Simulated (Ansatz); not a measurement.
# BF2GeH3: rigid scan of one bond length

How does the energy of BF2GeH3 change as one bond is stretched? The task is a rigid scan of one bond length, for BF2GeH3.

All numbers are computed with the Python package of Ansatz 0.2.0. Level of theory: r2SCAN0/def2-SVP.

## Step 1: The structure

Bond lengths: F1–B2 1.511 Å, B2–F3 1.466 Å, B2–Ge4 2.046 Å, Ge4–H5 1.484 Å, Ge4–H6 1.572 Å, Ge4–H7 1.571 Å. Angles: F1–B2–F3 120.6°, F1–B2–Ge4 118.0°, F3–B2–Ge4 121.4°, B2–Ge4–H5 111.4°, B2–Ge4–H6 108.2°, B2–Ge4–H7 106.9°, H5–Ge4–H6 113.2°, H5–Ge4–H7 110.0°, H6–Ge4–H7 106.9°.

The script holds or builds the structure itself.

## Step 2: Script

File scan_bf2geh3.py:

```python
"""Stretching a bond of BF2GeH3, the rest held rigid."""

import logging
import sys

import ansatz
import numpy as np

logging.basicConfig(stream=sys.stdout, format="%(levelname)s %(message)s")
log = logging.getLogger("calc")
log.setLevel(logging.INFO)

SETTINGS = {
    "basis": "def2-SVP",
    "functional": "r2scan0",
}

molecule = (
    ansatz.Crystal.molecule()
    .atom("F", [0.926, -2.0903, 0.4482])
    .atom("B", [-0.2037, -1.0873, 0.4004])
    .atom("F", [-1.5483, -1.4552, 0.8526])
    .atom("Ge", [0.2067, 0.7896, -0.3017])
    .atom("H", [1.6179, 0.904, -0.7458])
    .atom("H", [-0.178, 1.8263, 0.8151])
    .atom("H", [-0.7594, 1.045, -1.5144])
)

symbols = [site.symbol for site in molecule.cartesian_sites]
start = np.array([site.position_ang for site in molecule.cartesian_sites])
axis = (start[0] - start[1]) / np.linalg.norm(start[0] - start[1])
moving = [0]
lengths, energies = [1.33, 1.391, 1.451, 1.511, 1.572, 1.632, 1.693, 1.784], []
for length in lengths:
    xyz = start.copy()
    xyz[moving] += (length - np.linalg.norm(start[0] - start[1])) * axis
    point = ansatz.Crystal.molecule()
    for symbol, place in zip(symbols, xyz):
        point = point.atom(symbol, place.tolist())
    base = (
        point.calculation()
        .basis(gaussian=SETTINGS["basis"])  # atom-centred Gaussian functions
        .functional(SETTINGS["functional"])
    )
    r = base.run(threads=1, pin="off").report
    energies.append(r["free_energy_ev"])
    log.info(f"r = {length:6.3f} A  E = {energies[-1]:.5f} eV  <S^2> = {abs(r['mean_field']['state']['spin_squared']):.3f}")

# quartic fit about the minimum
fit = np.polynomial.Polynomial.fit(lengths, np.array(energies) - min(energies), 4).convert()
roots = [r.real for r in fit.deriv().roots() if abs(r.imag) < 1e-9 and fit.deriv(2)(r.real) > 0]
r_e = min(roots, key=lambda r: abs(r - lengths[int(np.argmin(energies))]))
log.info(f"minimum of the fit at {r_e:.4f} A, force constant {fit.deriv(2)(r_e):.2f} eV/A^2")
```

## Step 3: The input behind the calls

The package turns the script's settings into the engine's input (first run):

```yaml
crystal:
  periodic: [false, false, false]
  atoms:
    - { symbol: F, position_ang: [0.7903716180651076, -1.9698828387353307, 0.4424612758639569] }
    - { symbol: B, position_ang: [-0.2037, -1.0873, 0.4004] }
    - { symbol: F, position_ang: [-1.5483, -1.4552, 0.8526] }
    - { symbol: Ge, position_ang: [0.2067, 0.7896, -0.3017] }
    - { symbol: H, position_ang: [1.6179, 0.904, -0.7458] }
    - { symbol: H, position_ang: [-0.178, 1.8263, 0.8151] }
    - { symbol: H, position_ang: [-0.7594, 1.045, -1.5144] }
basis:
  gaussian:
    orbitals: def2-SVP
hamiltonian:
  xc: r2scan0
```

## Step 4: The run

Launch:

```bash
python scan_bf2geh3.py
```

Without the output at hand: what should come out? Wanted: range of energy; lowest point, distance.

**Answer**, as computed:

| quantity | value |
| --- | --- |
| bond length at the fit's minimum | 1.2962 Å |
| runs compared | 8 |
| range of energy | 2.359 eV |
| lowest point, distance (Å) | 1.33 |

In words: The lowest point is at the first value of the scan; the highest lies 2.359 eV above it. The distance scanned is the script's pair 1, 0. Caveats:
- The rest of the molecule is held rigid at a force-field or estimated start geometry, and the basis set is modest; single-reference methods fail as a bond breaks.
- The orbitals are restricted, so S² is zero by construction.
- Toward dissociation an unrestricted state can lie under the restricted one, by tenths of an eV for polar bonds under a functional and by 1 to 2 eV or more for others.
